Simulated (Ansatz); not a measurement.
**WSe2: the band gap up the ladder of functionals**

An exercise on one series of results from a longer session: the logs are not shown, and one member is left open.

Program: Ansatz 0.2.0. PAW datasets, plane waves. Computed at 0 K without zero-point motion; spin polarisation is off.

### The system as given

The cell was relaxed beforehand with r2SCAN+rVV10.

The symmetry is P6_3/mmc (No. 194, hexagonal); a = 3.300 Å, c = 13.149 Å in the conventional setting, 20.66 Å³ an atom. Around W lie 6 Se at 2.53 Å; around Se lie 3 W at 2.53 Å.

As a file:

```
W Se
1.0
     3.29967    0.00000    0.00000
    -1.64983    2.85760    0.00000
     0.00000    0.00000   13.14853
W Se
2 4
Direct
  0.66667 0.33333 0.75000
  0.33333 0.66667 0.25000
  0.33333 0.66667 0.87666
  0.66667 0.33333 0.37666
  0.33333 0.66667 0.62334
  0.66667 0.33333 0.12334
```

The first run:

input.yaml

```yaml
crystal:
  lattice:
    - [3.2996683586, 0.0, 0.0]
    - [-1.6498341793, 2.8575966226, 0.0]
    - [0.0, 0.0, 13.1485345606]
  atoms:
    - { symbol: W, position: [0.6666666667, 0.3333333333, 0.75] }
    - { symbol: W, position: [0.3333333333, 0.6666666667, 0.25] }
    - { symbol: Se, position: [0.3333333333, 0.6666666667, 0.8766615406] }
    - { symbol: Se, position: [0.6666666667, 0.3333333333, 0.3766615406] }
    - { symbol: Se, position: [0.3333333333, 0.6666666667, 0.6233384594] }
    - { symbol: Se, position: [0.6666666667, 0.3333333333, 0.1233384594] }
kpoints:
  mp_grid: { grid: [12, 12, 2] }
  band_path:
    path:
      - [[0.0, 0.0, 0.0], [0.5, -2.135321378648e-17, 0.0], [0.3333333333333, 0.3333333333333, 0.0], [0.0, 0.0, 0.0], [0.0, 0.0, 0.5], [0.5, -2.135321378648e-17, 0.5], [0.3333333333333, 0.3333333333333, 0.5], [0.0, 0.0, 0.5]]
      - [[0.5, -2.135321378648e-17, 0.5], [0.5, -2.135321378648e-17, 0.0]]
      - [[0.3333333333333, 0.3333333333333, 0.5], [0.3333333333333, 0.3333333333333, 0.0]]
    npoints: 10
hamiltonian:
  xc: pbe
scf:
  occupations: { method: fermi_dirac, width: 0.02 }
  n_extra_bands: 5
output:
  forces: true
  stress: true
  eigenvalues: true
```

Launch:

```sh
$ ansatz run input.yaml --threads 4 --pin off --max-ram 5529MiB --backend cpu --events-out ev --progress --plain --runs-dir out
```

Among the steps run: PBE bands along the symmetry lines; r2SCAN; Single point with HSE06; Single point with PBE+SOC; PBE0; LDA at the same geometry; DDH-PBE0 at the same geometry; LC-ωPBE.

One table of the session follows, with a row left open; its other results are not shown here.

| level | gap (eV) |
| --- | --- |
| PBE | ? |
| r2SCAN | 1.14 |
| HSE06 | 1.50 |
| PBE+SOC | 0.95 |
| PBE0 | 2.15 |
| LDA | 0.96 |
| DDH-PBE0 | 1.38 |
| LC-ωPBE | 5.45 |

Estimate the missing values for PBE.

The run gave: gap (eV): 1.04. In the column «gap (eV)» it lies between LDA (0.96) and r2SCAN (1.14).

Meshes: PBE 12×12×2, r2SCAN 12×12×2, HSE06 6×6×2, PBE+SOC 12×12×2, PBE0 6×6×2, LDA 12×12×2, DDH-PBE0 6×6×2, LC-ωPBE 6×6×2.

Limits of these values: Warnings in the runs' records: stress scf threshold loose, stress exchange threshold loose.
